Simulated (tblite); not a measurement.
# C5H11NOSi2: the cost of one run

Computed with tblite 0.8.0 and PySCF 2.14.0, with density-fitted response routines of our own, on a single molecule, in the gas phase or a continuum. Atoms count from 0, in the outputs and in this text.

### 1 The molecule as given

20 atoms, charge 0, multiplicity 1; geometry from: force field or distance geometry start.

Bonds of the start (Å): C0–C1 1.48, C1–C2 1.38, C2–C3 1.37, C3–O4 1.32, O4–C5 1.31, C5–Si6 1.84, Si6–N7 1.76, N7–Si8 1.77, C5–C1 1.40, C0–H9 1.12, C0–H10 1.11, C0–H11 1.09, C2–H12 1.09, C3–H13 1.11, Si6–H14 1.48, Si6–H15 1.48, N7–H16 1.05, Si8–H17 1.45, Si8–H18 1.48, Si8–H19 1.48.

### 2 Relaxing the molecule with GFN2-xTB

What the job is given:

```
{"job": {"kind": "relax", "xc": "GFN2-xTB", "basis": "xTB"}, "charge": 0, "multiplicity": 1}
C     -2.396200     1.316600     0.077400
C     -1.704200     0.007700    -0.015400
C     -2.270000    -1.191700    -0.409700
C     -1.265500    -2.117800    -0.342000
O     -0.164800    -1.534300     0.097700
C     -0.367200    -0.259500     0.300600
Si     0.813200     1.030000     0.888500
N      2.368200     0.982600     0.056200
Si     3.091100    -0.623400    -0.121800
H     -2.477600     1.560400     1.167000
H     -3.404500     1.270300    -0.393400
H     -1.854200     2.127900    -0.407900
H     -3.314000    -1.311500    -0.709200
H     -1.367800    -3.190900    -0.588400
H      0.924400     1.008800     2.361200
H      0.202400     2.343700     0.577500
H      3.046200     1.705600     0.407300
H      2.338700    -1.725900     0.451700
H      4.416900    -0.571700     0.522700
H      3.380000    -0.816300    -1.561900
```

Launch:

```console
$ OMP_NUM_THREADS=1 python probes_run.py task.json out
```

One launch serves the whole session: the jobs run in the order shown.

Q: Estimate the wall time and peak memory of this first job on 1 thread of Intel Xeon 6975P-C, shared host.

About 1.3 s, with a peak of 0.18 GiB.
